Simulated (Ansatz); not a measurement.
# Zn2GeN3: what a guessed cell relaxes into

Aim: relax a trial structure of Zn2GeN3 and see where it ends.

Method: DFT PBE, scalar-relativistic, plane waves, PAW, in Ansatz 0.2.0.

## Step 1: The starting structure

Symmetry: Cmmm, No. 65, orthorhombic system. Conventional cell: a = 4.910 Å, b = 8.212 Å, c = 3.839 Å, α = 90.00°, β = 90.00°, γ = 90.00°. Around Zn (site symmetry 2/m) lie 6 N at 2.39 Å and 2 Zn at 2.46 Å. Around Ge (site symmetry mmm) lie 10 N at 2.78 to 3.12 Å and 8 Zn at 3.07 Å. N (site symmetry m2m) is surrounded by 5 N at 2.33 to 2.86 Å and 4 Zn at 2.39 Å and 3 Ge at 2.78 to 2.79 Å. Around N (site symmetry mmm) lie 4 N at 2.33 Å and 4 Zn at 2.39 Å and 4 Ge at 3.12 Å.

As a file:

```
CELL_PARAMETERS angstrom
2.45518 -4.10597 0.00000
2.45518 4.10597 0.00000
0.00000 0.00000 3.83899
ATOMIC_POSITIONS crystal
Zn 0.00000 0.50000 0.50000
Zn 0.50000 0.00000 0.50000
Ge 0.50000 0.50000 0.00000
N 0.16107 0.83893 0.00000
N 0.83893 0.16107 0.00000
N 0.00000 0.00000 0.50000
```

A structure generator made this guess: species swapped into a database cell of CeAl2Cu3 (Cmmm, No. 65), with Ge on the Ce sites, Zn on the Al sites and N on the Cu sites. Lengths come from tabulated atomic sizes and are only a guess.

## Step 2: The guess as it stands, on a coarse mesh

Contents of input.yaml:

```yaml
crystal:
  lattice:
    - [2.45517906, -4.10597464, 0.0]
    - [2.45517906, 4.10597464, 0.0]
    - [0.0, 0.0, 3.83899387]
  atoms:
    - { symbol: Zn, position: [0.0, 0.5, 0.5] }
    - { symbol: Zn, position: [0.5, 0.0, 0.5] }
    - { symbol: Ge, position: [0.5, 0.5, 0.0] }
    - { symbol: "N", position: [0.1610669, 0.8389331, 0.0] }
    - { symbol: "N", position: [0.8389331, 0.1610669, 0.0] }
    - { symbol: "N", position: [0.0, 0.0, 0.5] }
basis:
  ecutwfc: 420
kpoints:
  mp_grid: { grid: [4, 4, 4] }
hamiltonian:
  xc: pbe
scf:
  occupations: { method: gaussian, width: 0.1 }
  lower_state_search: "off"
output:
  forces: true
  stress: true
  eigenvalues: true
```

Run with:

```bash
$ ansatz run input.yaml --threads 1 --pin off --max-ram 2560MiB --backend cpu --events-out ev --progress --plain --runs-dir out
```

The session goes on with these runs: rough relaxation on the coarse mesh; relaxation on the finer mesh.

What does the calculation give? Wanted: conventional cell; volume; energy over the elements; gap on the mesh.

**Answer**, as computed:

| quantity | value |
| --- | --- |
| symmetry at the end (tolerance 0.05 Å) | space group Cmmm (No. 65) |
| conventional cell | a = 5.081 Å, b = 9.743 Å, c = 3.054 Å, α = 90.00°, β = 90.00°, γ = 90.00° |
| volume | 12.60 Å³/atom |
| energy over the elements (uncorrected; H, N, O, F and Cl as molecules) | +1.03 eV/atom |
| gap on the mesh | none (metal) |

What this shows: The space group Cmmm (No. 65) is kept, and the volume per atom shrinks by 2.3 % from the first guess. With a positive formation energy it can't be a ground state. No finished test with a distortion of lower symmetry is shown, so the end may be a saddle point. The final runs have no spin polarisation, so no magnetic state was tried and one may lie lower.
